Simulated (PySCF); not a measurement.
# Cl6Tc ([TcCl6]2-): the cost of one run

Computed with PySCF 2.14.0 and routines of our own; the level stands in each step. Atoms count from 0.

### 1 The system as given

7 atoms, charge -2, states of the metal's open shell are computed; geometry from: model start, shaken.

### 2 Optimising the geometry at PBE0-D3(BJ)/def2-SVP

The job: settings as JSON, then the geometry in Å.

```
{"job": {"xc": "PBE0", "basis": "def2-SVP", "d3": "d3bj", "grid": 1, "maxiter": 45, "solvent": "water", "kind": "geom"}, "charge": -2, "metal": "Tc", "open_shell": "d3"}
Tc     0.000020     0.004480    -0.004110
Cl    -0.013360    -0.006820     2.340130
Cl     0.000900     0.020100    -2.362380
Cl     2.345690     0.007350     0.005350
Cl    -2.353420    -0.013960    -0.000440
Cl     0.010430     2.334840    -0.006860
Cl    -0.028520    -2.374340    -0.027630
```

Launch:

```bash
$ OMP_NUM_THREADS=1 python lf_run.py task.json out
```

One launch serves the whole session: the jobs run in the order shown.

**Question.** How long does this first job take on 1 thread of Arm Neoverse V2, shared host, and how much memory does it need?

About 5.9 min, with a peak of 1.1 GiB.
